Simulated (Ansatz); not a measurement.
# Si: the cost of one run

Method: DFT r2SCAN, scalar-relativistic, plane waves, PAW, in Ansatz 0.2.0.

1 further run of the same task is left out (set aside as unsound or not needed). Runs told in other sessions of the task aren't counted.

## 1. Starting point

Symmetry: Fd-3m, No. 227, cubic system. The conventional cell has a = 5.444 Å, b = 5.444 Å, c = 5.444 Å, α = 90.00°, β = 90.00°, γ = 90.00°. Si (site symmetry -43m) is surrounded by 4 Si at 2.36 Å.

Structure file:

```
CELL_PARAMETERS angstrom
0.00000 2.72211 2.72211
2.72211 0.00000 2.72211
2.72211 2.72211 0.00000
ATOMIC_POSITIONS crystal
Si 0.50000 0.50000 0.50000
Si 0.75000 0.75000 0.75000
```

This cell was relaxed beforehand with the same method: volume 20.17 Å³/atom, gap on the mesh 0.78 eV.

## 2. Zero of energy

The reference gives a free energy of -1278.1301 eV, pressure 0.01 GPa, largest force 0.000 eV/Å and gap on the mesh 0.81 eV. It was computed beforehand with the settings of the runs below.

## 3. Next: a strain scan

The cell is strained by ε times the Voigt pattern (0, 0, 0, 1, 0, 0) (xx, yy, zz, yz, xz, xy; engineering shear), with fractional coordinates fixed (clamped ions). The stress on the pattern is the sum of the stress components weighted by it, tension positive.

## 4. ε = -0.0200

The input, input.yaml:

```yaml
crystal:
  lattice:
    - [0.0, 2.6948842879, 2.6948842879]
    - [2.7221053413, -0.0272210534, 2.7221053413]
    - [2.7221053413, 2.7221053413, -0.0272210534]
  atoms:
    - { symbol: Si, position: [0.5, 0.5, 0.5] }
    - { symbol: Si, position: [0.75, 0.75, 0.75] }
basis:
  ecutwfc: 500
kpoints:
  mp_grid: { grid: [8, 8, 8] }
hamiltonian:
  xc: r2scan
scf:
  occupations: { method: gaussian, width: 0.05 }
output:
  forces: true
  stress: true
  eigenvalues: true
```

Command:

```
> ansatz run input.yaml --threads 1 --pin off --max-ram 2560MiB --backend cpu --events-out ev --progress --plain --runs-dir out
```

**Question.** How long does this run take on 1 thread of Intel Xeon at 2.70GHz, shared host, and how much memory does it need?

About 3.9 s, with a peak of 0.46 GiB.
